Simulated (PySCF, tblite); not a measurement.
# C6H10ClOS+: geometry, infrared bands and NMR shifts

What infrared bands and NMR shifts should C6H10ClOS+ (`CO[C+](/C=C\Cl)CSC`) show?

Programs: tblite 0.8.0 and PySCF 2.14.0, with density-fitted response routines of our own. Each step states its level of theory. These are calculated values for one molecule in the gas phase, unless marked as measured. Atoms count from 0, in the outputs and in this text.

**1. The starting structure**

19 atoms, charge 1, multiplicity 1; geometry from: force field or distance geometry start.

Bonds of the start (Å): C0–O1 1.44, O1–C2 1.39, C2–C3 1.45, C3–C4 1.33, C4–Cl5 1.70, C2–C6 1.50, C6–S7 1.83, S7–C8 1.80, C0–H9 1.08, C0–H10 1.09, C0–H11 1.10, C3–H12 1.10, C4–H13 1.08, C6–H14 1.10, C6–H15 1.08, C8–H16 1.09, C8–H17 1.09, C8–H18 1.10.

**2. Relaxing the molecule with GFN2-xTB**

Job settings and geometry (Å):

```
{"job": {"kind": "relax", "xc": "GFN2-xTB", "basis": "xTB"}, "charge": 1, "multiplicity": 1}
C     -1.089700    -2.415200    -0.146900
O     -1.747400    -1.186100    -0.512900
C     -1.039400    -0.082100    -0.051400
C     -1.896800     0.881700     0.618900
C     -1.652800     2.091000     1.127100
Cl    -0.192200     2.968700     1.108300
C      0.309800     0.198900    -0.634400
S      1.611600    -0.232300     0.577800
C      3.035400     0.406000    -0.329100
H     -0.196800    -2.569500    -0.735300
H     -0.874400    -2.444700     0.923500
H     -1.792500    -3.234400    -0.367100
H     -2.918600     0.507800     0.780700
H     -2.424200     2.662200     1.613900
H      0.403500     1.246400    -0.943000
H      0.460300    -0.410100    -1.517300
H      3.127900    -0.087400    -1.294300
H      3.937600     0.218100     0.248800
H      2.928900     1.490400    -0.474900
```

On the command line:

```sh
$ OMP_NUM_THREADS=1 python probes_run.py task.json out
```

This one command runs all jobs of the session in turn.

**Question.** This job is followed by: GFN2-xTB harmonic vibrations, gas phase; GIAO PBE0/pcSseg-1 NMR shielding, non-relativistic, gas phase. Predict these results of the whole session: strongest single infrared mode (GFN2-xTB); zero-point energy (GFN2-xTB); ¹³C shifts against TMS (PBE0/pcSseg-1); ¹H shifts against TMS (PBE0/pcSseg-1, means over atoms taken as alike); ¹⁷O shifts against H2O (PBE0/pcSseg-1); ³⁵Cl shifts against HCl (PBE0/pcSseg-1); ³³S shifts against CS2 (PBE0/pcSseg-1).

The runs gave:

| quantity | value |
| --- | --- |
| strongest single infrared mode (GFN2-xTB) | 1562 cm⁻¹, 305 km/mol |
| zero-point energy (GFN2-xTB) | 91.1 kcal/mol |
| ¹³C shifts against TMS (PBE0/pcSseg-1) | 179.7, 168.4, 130.6, 59.9, 37.3, 22.2 ppm |
| ¹H shifts against TMS (PBE0/pcSseg-1, means over atoms taken as alike) | 8.21, 7.26, 4.50, 4.37, 2.25 ppm |
| ¹⁷O shifts against H2O (PBE0/pcSseg-1) | 221.5 ppm |
| ³⁵Cl shifts against HCl (PBE0/pcSseg-1) | 338 ppm |
| ³³S shifts against CS2 (PBE0/pcSseg-1) | -16 ppm |

**Reading.** The optimisation took 156 steps and gained 1.097 eV; among the close pairs (by a distance rule), O1–C2 changed most, from 1.390 to 1.300 Å. No mode is imaginary among the 51: a minimum at this level. The strongest single mode, at 1562 cm⁻¹, moves mainly C3 and C4. Unscaled tight-binding wavenumbers are off by several per cent, some by more. Its intensities can rank the bands wrongly. The most deshielded carbon is C2 (carbocation centre), at 179.7 ppm: the empty p orbital gives low-energy magnetic excitations and strong deshielding. At PBE0/pcSseg-1: The largest span, 554 ppm, is at Cl5, where the paramagnetic term is -536 ppm.
